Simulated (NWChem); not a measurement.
# B3LYP/6-31G(d) (Cartesian functions) run of C8H6BF3Se (SMILES CC#CB1C=CC=C(C(F)(F)F)[Se]1)

We compute energy and gradient of C8H6BF3Se. 

The results are computed with NWChem 7.3.0.

2 further runs of the same task are left out: 1 that didn't finish, 1 set aside as unsound or not needed.

## 1. The structure to begin with

C8H6BF3Se has 19 atoms, charge 0, and is taken as a singlet. SMILES: `CC#CB1C=CC=C(C(F)(F)F)[Se]1`. Geometry: a GFN2-xTB relaxation, a rough one for these elements and not checked as a minimum.

Some bond lengths: C1–C2 1.443 Å, C2–C3 1.209 Å, C3–B4 1.501 Å, B4–C5 1.523 Å, C5–C6 1.360 Å, C6–C7 1.419 Å, C7–C8 1.357 Å, C8–C9 1.497 Å, C9–F10 1.342 Å, C9–F11 1.348 Å, C9–F12 1.342 Å, B4–Se13 1.927 Å, C8–Se13 1.864 Å, C1–H14 1.090 Å, C1–H15 1.090 Å, C1–H16 1.090 Å. Some angles: C1–C2–C3 179.8°, C2–C3–B4 179.1°, C3–B4–C5 122.2°, C3–B4–Se13 118.5°, C5–B4–Se13 119.3°, B4–C5–C6 125.5°, C5–C6–C7 125.0°, C6–C7–C8 125.4°, C7–C8–C9 118.9°, C7–C8–Se13 126.5°.

## 2. Energy and forces at B3LYP/6-31G(d) (Cartesian functions)

geom.nw reads:

```
start geom
title "C8H6BF3Se"
memory 2900 mb

geometry noautosym nocenter noautoz
C     -4.691370     0.539980     0.007390
C     -3.265670     0.318170    -0.005360
C     -2.071410     0.132400    -0.011400
B     -0.592080    -0.120970    -0.016380
C     -0.009070    -1.527790    -0.007130
C      1.316260    -1.833670    -0.003080
C      2.371230    -0.884390    -0.009600
C      2.215590     0.463920    -0.031270
C      3.433200     1.334320     0.000980
F      4.453100     0.840000    -0.718430
F      3.908390     1.497310     1.251970
F      3.194080     2.567540    -0.470330
Se     0.600050     1.392940    -0.033100
H     -4.930800     1.477850    -0.493630
H     -5.044170     0.591640     1.037610
H     -5.204180    -0.277700    -0.499210
H     -0.692390    -2.369090    -0.000920
H      1.626540    -2.871230     0.006930
H      3.382720    -1.271230    -0.005040
end

basis
C library 6-31G*
B library 6-31G*
F library 6-31G*
Se library 6-31G*
H library 6-31G*
end

dft
xc b3lyp
grid fine
convergence energy 1e-08
iterations 100
mulliken
end

task dft gradient
```

Run with:

```console
$ nwchem geom.nw > geom.out
```

Q: Predict the results. Wanted: total energy; dipole moment; HOMO energy; LUMO energy; HOMO–LUMO gap; largest force on an atom.

Computed results:

Level: B3LYP/6-31G* (Cartesian functions).

| quantity | value |
| --- | --- |
| total energy | -3034.11209 Eh |
| dipole moment | 3.12 D |
| HOMO energy | -6.46 eV |
| LUMO energy | -2.14 eV |
| HOMO–LUMO gap | 4.32 eV |
| largest force on an atom | 0.732 eV/Å |

The largest force is 0.73 eV/Å: the shape isn't a stationary point for this species at this level.
